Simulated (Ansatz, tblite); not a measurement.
**The cluster Sn18H28: one state, many levels**

An exercise on one series of results from a longer session: the logs are not shown, and one member is left open.

Method: as each input shows; program: Ansatz 0.2.0, Gaussian basis.

Plan: GFN1-xTB, GFN2-xTB, PBE-D4/def2-SVP, r2SCAN-D4/def2-SVP, PBE-QIDH/def2-SVP, PBE0-D4/def2-TZVP, PBE-D4/def2-TZVP, MP2/def2-SVP.

5 further runs of the same task are left out: 3 for a known fault of the program, 2 set aside as unsound or not needed.

## The geometry

The geometry is that of the singlet, from an earlier relaxation (PBE-D4/def2-SVP).

46 atoms, charge 0, spin multiplicity 1.

Bond lengths: Sn1–Sn11 2.812 Å, Sn1–Sn13 2.823 Å, Sn1–H19 1.734 Å, Sn1–H20 1.738 Å, Sn2–Sn12 2.823 Å, Sn2–Sn14 2.812 Å, Sn2–H21 1.738 Å, Sn2–H22 1.734 Å, Sn3–Sn11 2.827 Å, Sn3–Sn15 2.842 Å, Sn3–H23 1.739 Å, Sn3–H24 1.742 Å, Sn4–Sn12 2.842 Å, Sn4–Sn16 2.827 Å, Sn4–H25 1.742 Å, Sn4–H26 1.739 Å, Sn5–Sn11 2.811 Å, Sn5–Sn17 2.811 Å and more. Angles: Sn11–Sn1–Sn13 102.0°, Sn11–Sn1–H19 111.6°, Sn11–Sn1–H20 110.3°, Sn13–Sn1–H19 112.2°, Sn13–Sn1–H20 112.6°, H19–Sn1–H20 108.1°, Sn12–Sn2–Sn14 101.9°, Sn12–Sn2–H21 112.6°, Sn12–Sn2–H22 112.2°, Sn14–Sn2–H21 110.4°, Sn14–Sn2–H22 111.7°, H21–Sn2–H22 108.0°, Sn11–Sn3–Sn15 121.3°, Sn11–Sn3–H23 107.0°, Sn11–Sn3–H24 109.7°, Sn15–Sn3–H23 110.9°, Sn15–Sn3–H24 100.8°, H23–Sn3–H24 106.1° and more.

Sn takes a core potential in the def2 sets. No spin-orbit coupling is included.

PBE0-D4/def2-SVP was run before; its log isn't repeated, and its numbers join the tables.

The first run:

Tight binding, by tblite at 300 K electronic temperature and without a spin-polarisation term:

```python
tblite.interface.Calculator('GFN1-xTB', numbers, positions, charge=0, uhf=0).singlepoint()
```

Tight binding, by tblite at 300 K electronic temperature and without a spin-polarisation term:

```python
tblite.interface.Calculator('GFN2-xTB', numbers, positions, charge=0, uhf=0).singlepoint()
```

start.molden holds the orbitals of an earlier run on this state, given as this run's starting guess.

File in.yaml:

```yaml
crystal:
  periodic: [false, false, false]
  atoms:
    - {symbol: Sn, position_ang: [-3.488476, -0.211496, -3.138032]}
    - {symbol: Sn, position_ang: [-3.489271, 0.208827, 3.131176]}
    - {symbol: Sn, position_ang: [0.150953, -2.670505, -2.225303]}
    - {symbol: Sn, position_ang: [-0.148387, -2.666546, 2.218821]}
    - {symbol: Sn, position_ang: [0.000615, -0.002279, -6.047158]}
    - {symbol: Sn, position_ang: [-0.149327, 2.668444, -2.226730]}
    - {symbol: Sn, position_ang: [3.489743, 0.208830, -3.138251]}
    - {symbol: Sn, position_ang: [0.149763, 2.667105, 2.217426]}
    - {symbol: Sn, position_ang: [3.490278, -0.207498, 3.131900]}
    - {symbol: Sn, position_ang: [0.000511, 0.001510, 6.040918]}
    - {symbol: Sn, position_ang: [-1.447043, -1.715874, -4.352418]}
    - {symbol: Sn, position_ang: [-2.115393, -1.021086, 0.993942]}
    - {symbol: Sn, position_ang: [-2.115627, 1.022009, -1.002150]}
    - {symbol: Sn, position_ang: [-1.448081, 1.713723, 4.345595]}
    - {symbol: Sn, position_ang: [2.116923, -1.023006, -1.001324]}
    - {symbol: Sn, position_ang: [1.449026, -1.711852, 4.346689]}
    - {symbol: Sn, position_ang: [1.448264, 1.712380, -4.353528]}
    - {symbol: Sn, position_ang: [2.116952, 1.021184, 0.993635]}
    - {symbol: H, position_ang: [-4.785806, -1.222754, -2.587971]}
    - {symbol: H, position_ang: [-4.142534, 0.938376, -4.265027]}
    - {symbol: H, position_ang: [-4.142022, -0.943693, 4.256325]}
    - {symbol: H, position_ang: [-4.788338, 1.218361, 2.581881]}
    - {symbol: H, position_ang: [-0.929342, -3.336161, -1.036445]}
    - {symbol: H, position_ang: [1.136051, -3.996354, -2.779111]}
    - {symbol: H, position_ang: [-1.132785, -3.993293, 2.771719]}
    - {symbol: H, position_ang: [0.932630, -3.331610, 1.030255]}
    - {symbol: H, position_ang: [-1.091831, 0.875424, -7.072513]}
    - {symbol: H, position_ang: [1.093033, -0.880795, -7.071804]}
    - {symbol: H, position_ang: [-1.133850, 3.994477, -2.780956]}
    - {symbol: H, position_ang: [0.930700, 3.333912, -1.037576]}
    - {symbol: H, position_ang: [4.143436, -0.942182, -4.264307]}
    - {symbol: H, position_ang: [4.787418, 1.220087, -2.588967]}
    - {symbol: H, position_ang: [-0.930560, 3.331865, 1.028011]}
    - {symbol: H, position_ang: [1.134099, 3.994160, 2.769714]}
    - {symbol: H, position_ang: [4.789936, -1.216755, 2.583564]}
    - {symbol: H, position_ang: [4.142357, 0.945739, 4.256705]}
    - {symbol: H, position_ang: [-1.090674, -0.877210, 7.066675]}
    - {symbol: H, position_ang: [1.092325, 0.881421, 7.065032]}
    - {symbol: H, position_ang: [-2.015341, -3.122073, -5.209501]}
    - {symbol: H, position_ang: [-3.194272, -2.182837, 0.252536]}
    - {symbol: H, position_ang: [-3.196481, 2.182749, -0.261751]}
    - {symbol: H, position_ang: [-2.017581, 3.120641, 5.200739]}
    - {symbol: H, position_ang: [3.197576, -2.183486, -0.260196]}
    - {symbol: H, position_ang: [2.017748, -3.118556, 5.202726]}
    - {symbol: H, position_ang: [2.016719, 3.118088, -5.211363]}
    - {symbol: H, position_ang: [3.195867, 2.182391, 0.251397]}
basis:
  gaussian: {orbitals: def2-SVP, fitting: {mean_field: def2-universal-jkfit}, initial_orbitals: start.molden}
hamiltonian: {xc: pbe, dispersion: d4}
scf: {omitted_lower_state_checks: [starts]}
output: {forces: true, orbitals: {seedname: orbitals}}
```

On the command line:

```sh
$ ansatz run in.yaml --threads 4 --pin off --events-out ev --progress --plain --max-ram 66560MiB --backend cuda --devices 0, --max-vram 37GiB
```

Steps of the session up to this table: PBE-D4/def2-SVP; r2SCAN-D4/def2-SVP; PBE-QIDH/def2-SVP; PBE0-D4/def2-TZVP; PBE-D4/def2-TZVP; MP2/def2-SVP.

One of the session's tables, all rows but one given; the rest of the session is left out.

It belongs to the step «Binding energy». 

```
             level  binding an atom (eV)
       HF/def2-SVP                 1.591
   PBE-D4/def2-SVP                 2.403
  PBE-D4/def2-TZVP                     ?
r2SCAN-D4/def2-SVP                 2.403
  PBE0-D4/def2-SVP                 2.397
 PBE0-D4/def2-TZVP                 2.413
      MP2/def2-SVP                 2.212
```

Estimate the missing values for PBE-D4/def2-TZVP.

The run gave: binding an atom (eV): 2.414. In the column «binding an atom (eV)» it is the highest.

Limits of these values: Free atoms were run apart at each level; binding is atoms less cluster, divided by the number of atoms, without zero-point or spin-orbit terms.
